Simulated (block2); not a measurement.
# DMRG/STO-6G (functionals set, moving atoms (1, 5)) run of BHOF2 (difluorohydroxyborane)

Wanted: the energy along one coordinate of BHOF2 (difluorohydroxyborane). The job is set up through a Python script.

The calculation is run with block2 0.5.4.

## 1. The system as given

The species is BHOF2 (5 atoms), meant as a singlet with charge 0. SMILES: `OB(F)F`. Geometry: relaxed at PBE0-D4/def2-TZVP.

Bond lengths: O1–B2 1.345 Å, B2–F3 1.317 Å, B2–F4 1.327 Å, O1–H5 0.960 Å. Angles: O1–B2–F3 119.5°, O1–B2–F4 122.2°, F3–B2–F4 118.3°, B2–O1–H5 113.5°.

## 2. The energy along one coordinate at DMRG/STO-6G (functionals set, moving atoms (1, 5))

stretch.py reads:

```python
import numpy as np
from pyscf import cc, dft, gto, mcscf, mp, scf
from pyblock2._pyscf.ao2mo import integrals as itg
from pyblock2.driver.core import DMRGDriver, SymmetryTypes

symbols = ["O", "B", "F", "F", "H"]
xyz = np.array([
    [0.038630, 1.000750, 0.174310],
    [0.105760, -0.342460, 0.137210],
    [0.731030, -0.986880, 1.100700],
    [-0.439530, -1.051930, -0.843330],
    [-0.435890, 1.380520, -0.568880],
])
i, j, moving = 1, 0, [0, 4]
u = (xyz[j] - xyz[i]) / np.linalg.norm(xyz[j] - xyz[i])
r0 = np.linalg.norm(xyz[j] - xyz[i])
functionals = {"revPBE": "revpbe", "B3LYP": "b3lyp", "PBE": "pbe"}

def stable(mf, dm=None):
    for _ in range(4):
        mf.kernel(dm)
        if not mf.converged:
            mf = mf.newton().run(mf.mo_coeff, mf.mo_occ).undo_soscf()
        mo, _, ok, _ = mf.stability(return_status=True)
        if ok:
            break
        dm = mf.make_rdm1(mo, mf.mo_occ)
    return mf

def value(obj):
    return obj.e_tot if obj.converged else float("nan")

def exact(mf):
    ncas, n_elec, spin, ecore, h1e, g2e, orb_sym = itg.get_rhf_integrals(mf, ncore=4, ncas=17, pg_symm=False, g2e_symm=1)
    driver = DMRGDriver(scratch="./tmp", symm_type=SymmetryTypes.SU2, stack_mem=1500 << 20, n_threads=1)
    idx = driver.orbital_reordering(h1e, g2e)
    driver.initialize_system(n_sites=ncas, n_elec=n_elec, spin=spin)
    mpo = driver.get_qc_mpo(h1e=h1e, g2e=g2e, ecore=ecore, reorder=idx, iprint=0)
    occs = np.array([1.8] * 12 + [1.0] * 0 + [0.2] * 5)[idx]
    ket = driver.get_random_mps(tag="GS", bond_dim=100, occs=occs)
    e = driver.dmrg(mpo, ket, n_sweeps=16, tol=1e-6, bond_dims=[100] * 3 + [100] * 3 + [200] * 4, noises=[1e-4] * 4 + [1e-5] * 4 + [0], thrds=[1e-8] * 10, iprint=0)
    return e, driver.get_dmrg_results()[1][-1]

cols = ["RHF", "UHF", "MP2", "CCSD", "CCSD(T)", "UMP2", "UCCSD", "UCCSD(T)", "revPBE", "B3LYP", "PBE", "DMRG"]
rows, s2, dw = [], [], []
dm_r = None
distances = [1.0763, 1.3454, 1.4127, 1.4799, 1.749, 3.0271, 3.3635, 4.0362]
for r in distances:
    x = xyz.copy()
    x[moving] += (r - r0) * u
    mol = gto.M(atom=list(zip(symbols, x)), basis="sto-6g", charge=0, spin=0, verbose=0)
    rhf = scf.RHF(mol).set(conv_tol=1e-10, max_cycle=200)
    rhf.kernel(dm_r)
    if not rhf.converged:
        rhf = rhf.newton().run(rhf.mo_coeff, rhf.mo_occ)
    dm_r = rhf.make_rdm1()
    uhf = stable(scf.UHF(mol).set(conv_tol=1e-9, max_cycle=200))
    e = [value(rhf), value(uhf)]
    for ref in (rhf, uhf):
        c = cc.CCSD(ref, frozen=4).set(max_cycle=120).run()
        e += [mp.MP2(ref, frozen=4).run().e_tot, value(c), c.e_tot + c.ccsd_t() if c.converged else float("nan")]
    for xc in functionals.values():
        e.append(value(stable(dft.UKS(mol, xc=xc).set(conv_tol=1e-8, max_cycle=80), uhf.make_rdm1())))
    e_ref, w = exact(rhf)
    rows.append(e + [e_ref])
    s2.append(uhf.spin_square()[0])
    dw.append(w)
    print(f"r = {r:.4f} A  " + "  ".join(f"{k} {v:.6f}" for k, v in zip(cols, rows[-1])) + f"  <S^2>(UHF) {s2[-1]:.3f}" + f"  DW {w:.1e}", flush=True)
rows = np.array(rows)
print("\nenergies relative to r = 1.3454 A, kJ/mol")
print("r/A    " + "".join(f"{k:>10s}" for k in cols))
for r, row in zip(distances, rows):
    print(f"{r:<7.3f}" + "".join(f"{v:10.2f}" for v in (row - rows[1]) * 2625.49964))
```

Launch:

```bash
$ python stretch.py
```

Standard output:

```text
r = 1.0763 A  RHF -297.721734  UHF -297.721734  MP2 -297.826124  CCSD -297.842436  CCSD(T) -297.848143  UMP2 -297.826124  UCCSD -297.842436  UCCSD(T) -297.848143  revPBE -298.855423  B3LYP -298.934350  PBE -298.630534  DMRG -297.848464  <S^2>(UHF) 0.000  DW 4.2e-06
r = 1.3454 A  RHF -297.850694  UHF -297.850694  MP2 -297.963567  CCSD -297.981717  CCSD(T) -297.989243  UMP2 -297.963567  UCCSD -297.981717  UCCSD(T) -297.989243  revPBE -299.006487  B3LYP -299.076306  PBE -298.778241  DMRG -297.989625  <S^2>(UHF) 0.000  DW 1.1e-05
r = 1.4127 A  RHF -297.846285  UHF -297.846285  MP2 -297.960994  CCSD -297.979878  CCSD(T) -297.987829  UMP2 -297.960994  UCCSD -297.979878  UCCSD(T) -297.987829  revPBE -299.007707  B3LYP -299.075557  PBE -298.778810  DMRG -297.988258  <S^2>(UHF) 0.000  DW 9.5e-06
r = 1.4799 A  RHF -297.835365  UHF -297.835365  MP2 -297.951874  CCSD -297.971622  CCSD(T) -297.979961  UMP2 -297.951874  UCCSD -297.971622  UCCSD(T) -297.979961  revPBE -299.002418  B3LYP -299.068394  PBE -298.772928  DMRG -297.980503  <S^2>(UHF) 0.000  DW 1.7e-05
r = 1.7490 A  RHF -297.760142  UHF -297.760142  MP2 -297.885054  CCSD -297.909764  CCSD(T) -297.919201  UMP2 -297.885054  UCCSD -297.909764  UCCSD(T) -297.919201  revPBE -298.950434  B3LYP -299.009717  PBE -298.718985  DMRG -297.920390  <S^2>(UHF) 0.000  DW 1.9e-05
r = 3.0271 A  RHF -297.441161  UHF -297.654517  MP2 -297.689865  CCSD -297.752956  CCSD(T) -297.776023  UMP2 -297.740962  UCCSD -297.761110  UCCSD(T) -297.769031  revPBE -298.769398  B3LYP -298.833142  PBE -298.530934  DMRG -297.771502  <S^2>(UHF) 0.999  DW 2.3e-06
r = 3.3635 A  RHF -297.407219  UHF -297.654004  MP2 -297.703442  CCSD -297.749622  CCSD(T) -297.776953  UMP2 -297.740327  UCCSD -297.760285  UCCSD(T) -297.768129  revPBE -298.763936  B3LYP -298.829573  PBE -298.524947  DMRG -297.769254  <S^2>(UHF) 1.005  DW 1.3e-06
r = 4.0362 A  RHF -297.372080  UHF -297.653776  MP2 -297.761962  CCSD -297.748005  CCSD(T) -297.779864  UMP2 -297.740003  UCCSD nan  UCCSD(T) nan  revPBE -298.760864  B3LYP -298.828288  PBE -298.521608  DMRG -297.768370  <S^2>(UHF) 1.007  DW 8.3e-07

energies relative to r = 1.3454 A, kJ/mol
r/A           RHF       UHF       MP2      CCSD   CCSD(T)      UMP2     UCCSD  UCCSD(T)    revPBE     B3LYP       PBE      DMRG
1.076      338.58    338.58    360.86    365.68    370.46    360.86    365.68    370.46    396.62    372.70    387.80    370.62
1.345        0.00      0.00      0.00      0.00      0.00      0.00      0.00      0.00      0.00      0.00      0.00      0.00
1.413       11.58     11.58      6.76      4.83      3.71      6.76      4.83      3.71     -3.20      1.97     -1.49      3.59
1.480       40.25     40.25     30.70     26.50     24.37     30.70     26.50     24.37     10.68     20.77     13.95     23.95
1.749      237.75    237.75    206.14    188.91    183.90    206.14    188.91    183.90    147.17    174.83    155.58    181.78
3.027     1075.23    515.06    718.61    600.61    559.81    584.45    579.20    578.17    622.48    638.43    649.31    572.68
3.364     1164.34    516.41    682.96    609.36    557.37    586.12    581.37    580.53    636.82    647.80    665.02    578.58
4.036     1256.60    517.01    529.31    613.61    549.72    586.97       nan       nan    644.88    651.17    673.79    580.91
```

It took 13 min on 1 thread of Intel Xeon Platinum 8488C (Sapphire Rapids), shared host; peak memory 0.77 GiB.

Energies in eV from each method's first point:

| distance (Å) | RHF | UHF | MP2 | CCSD | CCSD(T) | UMP2 | UCCSD | UCCSD(T) | revPBE | B3LYP | PBE | DMRG |
| --- | --- | --- | --- | --- | --- | --- | --- | --- | --- | --- | --- | --- |
| 1.076 | 0.00 | 0.00 | 0.00 | 0.00 | 0.00 | 0.00 | 0.00 | 0.00 | 0.00 | 0.00 | 0.00 | 0.00 |
| 1.345 | -3.51 | -3.51 | -3.74 | -3.79 | -3.84 | -3.74 | -3.79 | -3.84 | -4.11 | -3.86 | -4.02 | -3.84 |
| 1.413 | -3.39 | -3.39 | -3.67 | -3.74 | -3.80 | -3.67 | -3.74 | -3.80 | -4.14 | -3.84 | -4.03 | -3.80 |
| 1.480 | -3.09 | -3.09 | -3.42 | -3.52 | -3.59 | -3.42 | -3.52 | -3.59 | -4.00 | -3.65 | -3.87 | -3.59 |
| 1.749 | -1.05 | -1.05 | -1.60 | -1.83 | -1.93 | -1.60 | -1.83 | -1.93 | -2.59 | -2.05 | -2.41 | -1.96 |
| 3.027 | 7.63 | 1.83 | 3.71 | 2.43 | 1.96 | 2.32 | 2.21 | 2.15 | 2.34 | 2.75 | 2.71 | 2.09 |
| 3.364 | 8.56 | 1.84 | 3.34 | 2.53 | 1.94 | 2.33 | 2.24 | 2.18 | 2.49 | 2.85 | 2.87 | 2.16 |
| 4.036 | 9.51 | 1.85 | 1.75 | 2.57 | 1.86 | 2.34 | – | – | 2.57 | 2.89 | 2.96 | 2.18 |
